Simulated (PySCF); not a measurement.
# Changing the system itself: RuCl2⁺ (quartet)

Aim: change spin, charge, geometry, field or solvent of RuCl2⁺ (quartet), one at a time, and compare with the base run.

The runs use PySCF 2.14.0; method and basis as typed in the scripts.

2 further runs of the same task are left out: 2 that didn't finish.

### 1 Where the work starts

RuCl2⁺ (quartet): 3 atoms, charge 1, spin multiplicity 4.

Bond lengths: Ru1–Cl2 2.142 Å, Ru1–Cl3 2.142 Å. Angles: Cl2–Ru1–Cl3 110.0°.

Coordinates:

```
Ru    0.50010    0.00970    0.00000
Cl   -0.72860   -0.01420    1.75490
Cl   -0.72860   -0.01420   -1.75490
```

### 2 The run that the others are compared with

Input file input.py:

```python
from pyscf import gto, scf, mp

mol = gto.M(
    atom='Ru 0.5001 0.0097 0; Cl -0.7286 -0.0142 1.7549; Cl -0.7286 -0.0142 -1.7549',
    basis='sbkjc',
    ecp={'Ru': 'sbkjc', 'Cl': 'sbkjc'},
    charge=1,
    spin=3,
    symmetry=True,
    verbose=3,
)
mf = scf.UHF(mol)
mf.level_shift = 0.3
mf = mf.newton()
mf.kernel()
mp.MP2(mf).kernel()
mf.dip_moment()
print('orbital energies (hartree):', [e[max(0, n-3):n+3].round(4) for e, n in zip(mf.mo_energy, mol.nelec)])
```

Started as:

```sh
python input.py
```

The log of this run is left out.

It gives: E(SCF) = -122.195071 Eh, E(MP2) − E(SCF) = -0.23979 Eh, ⟨S²⟩ = 4.531.

⟨S²⟩ = 4.53 against 3.75 for a pure state: the determinant is spin-contaminated. The dipole of an ion depends on the origin. No search for the lowest state was made; open d or f shells can end in a higher solution. The quartet is typed in the script; nothing here shows that it is the ground state.

### 3 Lengths in bohr

Edit 1 changes length unit: angstrom → bohr.

Input file input.py:

```python
from pyscf import gto, scf, mp

mol = gto.M(
    atom='Ru 0.5001 0.0097 0; Cl -0.7286 -0.0142 1.7549; Cl -0.7286 -0.0142 -1.7549',
    basis='sbkjc',
    ecp={'Ru': 'sbkjc', 'Cl': 'sbkjc'},
    charge=1,
    spin=3,
    unit='bohr',
    symmetry=True,
    verbose=3,
)
mf = scf.UHF(mol)
mf.level_shift = 0.3
mf = mf.newton()
mf.kernel()
mp.MP2(mf).kernel()
mf.dip_moment()
print('orbital energies (hartree):', [e[max(0, n-3):n+3].round(4) for e, n in zip(mf.mo_energy, mol.nelec)])
```

Started as:

```sh
python input.py
```

### 4 Charge +2 (triplet)

Edit 2 changes charge: 1 → 2; spin (2S): 3 → 2.

Edit input.py of step 2 so:

```diff
@@ -6,4 +6,4 @@
     ecp={'Ru': 'sbkjc', 'Cl': 'sbkjc'},
-    charge=1,
-    spin=3,
+    charge=2,
+    spin=2,
     symmetry=True,
```

### 5 Electric field 0.05 a.u.

Edit 3 changes electric field: none → 0.05 a.u.; point-group symmetry: on → off.

Edit input.py of step 2 so:

```diff
@@ -8,3 +8,2 @@
     spin=3,
-    symmetry=True,
     verbose=3,
@@ -12,2 +11,7 @@
 mf = scf.UHF(mol)
+field = 0.05  # electric field along z, atomic units
+h = mf.get_hcore() + field*mol.intor('int1e_r')[2]
+mf.get_hcore = lambda *args: h
+e_nuc = mol.energy_nuc() - field*mol.atom_charges() @ mol.atom_coords()[:, 2]
+mf.energy_nuc = lambda *args: e_nuc
 mf.level_shift = 0.3
```

### 6 Electric field 0.005 a.u.

Edit 4 changes electric field: none → 0.005 a.u.; point-group symmetry: on → off.

Edit input.py of step 2 so:

```diff
@@ -8,3 +8,2 @@
     spin=3,
-    symmetry=True,
     verbose=3,
@@ -12,2 +11,7 @@
 mf = scf.UHF(mol)
+field = 0.005  # electric field along z, atomic units
+h = mf.get_hcore() + field*mol.intor('int1e_r')[2]
+mf.get_hcore = lambda *args: h
+e_nuc = mol.energy_nuc() - field*mol.atom_charges() @ mol.atom_coords()[:, 2]
+mf.energy_nuc = lambda *args: e_nuc
 mf.level_shift = 0.3
```

**Question.** What will these runs give? Wanted: for each run, E(SCF); from base; after the SCF.

The runs gave:

| run | E(SCF) (hartree) | from base (eV) | after the SCF |
| --- | --- | --- | --- |
| base | -122.195071 | 0 | MP2 correlation -6.525 eV |
| lengths in bohr (poor choice) | -115.654359 | not comparable | MP2 correlation -7.925 eV |
| charge +2 (triplet) | -121.551068 | +17.5242 | MP2 correlation -7.822 eV |
| electric field 0.05 a.u. | -122.308954 | not comparable | MP2 correlation -6.021 eV |
| electric field 0.005 a.u. | -122.226031 | not comparable | MP2 correlation -5.846 eV |

What this shows: At the SCF level, going to the triplet with one electron fewer costs 17.52 eV at fixed geometry. Rows marked «poor choice» come from settings spoiled on purpose.
